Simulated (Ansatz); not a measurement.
**SiBr2 (SMILES Br[Si]Br): CCSD(T)/def2-SVPD**

What is the electronic atomisation energy of SiBr2 at CCSD(T)/def2-SVPD? 

The calculation is run with Ansatz 0.2.0.

26 further runs of the same task are left out: 1 that didn't finish, 25 set aside as unsound or not needed. Runs told in other sessions of the task aren't counted.

## Step 1: The system as given

SiBr2 has 3 atoms, charge 0, and is taken as a singlet. As SMILES, `Br[Si]Br`. The coordinates come from a PBE0-D4/def2-TZVP relaxation.

Bond lengths: Br1–Si2 2.249 Å, Si2–Br3 2.249 Å. Angles: Br1–Si2–Br3 101.9°.

## Step 2: The energy at CCSD(T)/def2-SVPD

Contents of molecule.yaml:

```yaml
crystal:
  periodic: [false, false, false]
  atoms:
    - {symbol: Br, position_ang: [0.975100, 1.342100, 0.670900]}
    - {symbol: Si, position_ang: [-0.770000, 0.385700, -0.376400]}
    - {symbol: Br, position_ang: [-0.216000, -1.792600, -0.307800]}
basis:
  gaussian:
    orbitals: def2-SVPD
scf:
  omitted_lower_state_checks: [cluster_reference, increment]
accuracy: high
correlation:
  method: ccsd_t
  frozen_orbitals: {Br: 9, Si: 5}
```

Launch:

```console
ansatz run molecule.yaml --threads 1 --pin off --max-ram 2610MiB --events-out events.jsonl --progress --plain --runs-dir runs
```

The log of the run:

```text
Warning: RAYON_NUM_THREADS=1 ignored (pool sized by the plan → 1); use --threads N
[... 12 lines left out ...]
23 core orbitals not correlated: weight in the atoms' cores, before any rotation towards them, 1.000 or more for the frozen orbitals, at most 0.000 for the correlated occupied ones
[... 24 lines left out ...]
Total energy: -147858.34426693 eV, -5433.6939298245 hartree
Checks for a lower state left out: cluster_reference, increment
```

Wall time 18 s (1 thread of Arm Neoverse V2, shared host); peak memory 0.5 GiB.

## Step 3: The Br atom at the same level

Contents of in.yaml:

```yaml
crystal:
  periodic: [false, false, false]
  atoms:
    - symbol: Br
      position_ang: [0.000000, 0.000000, 0.000000]
basis:
  gaussian: {orbitals: def2-SVPD}
magnetization: {spin_polarized: true, initial_magnetization: 1}
correlation: {method: ccsd_t, frozen_orbitals: {Br: 9}}
scf: {omitted_lower_state_checks: [cluster_reference, increment]}
accuracy: high
```

Run the same way, it converges to -2572.30797 Eh (log not shown).

## Step 4: The Si atom at the same level

Contents of run.yaml:

```yaml
crystal:
  periodic: [false, false, false]
  atoms:
    - symbol: Si
      position_ang: [0.000000, 0.000000, 0.000000]
basis:
  gaussian: {orbitals: def2-SVPD}
magnetization: {spin_polarized: true, initial_magnetization: 2}
accuracy: high
scf: {omitted_lower_state_checks: [cluster_reference, increment]}
correlation: {method: ccsd_t, frozen_orbitals: {Si: 5}}
```

Run the same way, it converges to -288.82179 Eh (log not shown).

## Step 5: Outcome

Level: CCSD(T)/def2-SVPD, 23 core orbitals frozen.

| quantity | value |
| --- | --- |
| molecule: total energy | -5433.69393 Eh |
| molecule: correlation energy (23 core orbitals frozen) | -583.0 mEh |
| molecule: (T) correction | -17.01 mEh |
| molecule: T1 diagnostic | 0.011 |
| Br atom: total energy | -2572.30797 Eh |
| Br atom: correlation energy (9 core orbitals frozen) | -222.9 mEh |
| Br atom: (T) correction | -3.75 mEh |
| Br atom: ⟨S²⟩ of the reference determinant | 0.757 |
| Br atom: T1 diagnostic | 0.005 |
| Si atom: total energy | -288.82179 Eh |
| Si atom: correlation energy (5 core orbitals frozen) | -67.6 mEh |
| Si atom: (T) correction | -1.33 mEh |
| Si atom: ⟨S²⟩ of the reference determinant | 2.014 |
| Si atom: T1 diagnostic | 0.011 |
| electronic atomisation energy | 6.972 eV |

Taking the molecule apart into free atoms costs 6.97 eV (673 kJ/mol), before zero-point energy and without spin-orbit coupling. The restricted solution (molecule) is unstable to spin breaking: an unrestricted one lies lower. The triples (molecule) make up 2.9 % of the correlation energy. The triples (Br atom) make up 1.7 % of the correlation energy. The triples (Si atom) make up 2.0 % of the correlation energy.
